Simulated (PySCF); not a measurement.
# C8H6S: the cost of one run

Computed with PySCF 2.14.0 and routines of our own; the level stands in each step. Atoms count from 0.

## Step 1: The system as given

15 atoms, charge 0, multiplicity 1; geometry from: GFN2-xTB.

## Step 2: Magnetic properties: GIAO CAM-B3LYP/pcSseg-1

Job settings and geometry (Å):

```
{"job": {"kind": "mag", "xc": "CAM-B3LYP", "basis": "pcSseg-1", "isotopologues": 0}, "charge": 0, "multiplicity": 1}
C      4.063681     0.377359     0.114286
C      2.898689     0.104547    -0.005415
C      1.540348    -0.192407    -0.142358
C      0.964865    -1.422818    -0.332236
C     -0.431735    -1.360835    -0.429192
C     -0.936764    -0.089005    -0.315172
C     -2.318846     0.299987    -0.372483
C     -2.768496     1.546675    -0.259730
S      0.341530     1.067529    -0.081573
H      5.083327     0.598971     0.216860
H      1.539144    -2.330001    -0.397655
H     -1.056216    -2.224245    -0.579240
H     -3.010241    -0.520304    -0.520414
H     -3.817773     1.776759    -0.311222
H     -2.095926     2.375777    -0.112023
```

With the program's defaults for keys left out, this is: GIAO CAM-B3LYP/pcSseg-1 magnetisability, rotational g tensor and spin-rotation constants, non-relativistic, gas phase.

Run with:

```
OMP_NUM_THREADS=1 python excited_run.py task.json out
```

This one command runs all jobs of the session in turn.

Q: Estimate the wall time and peak memory of this first job on 1 thread of Arm Neoverse V2, shared host.

About 42 s, with a peak of 0.96 GiB.
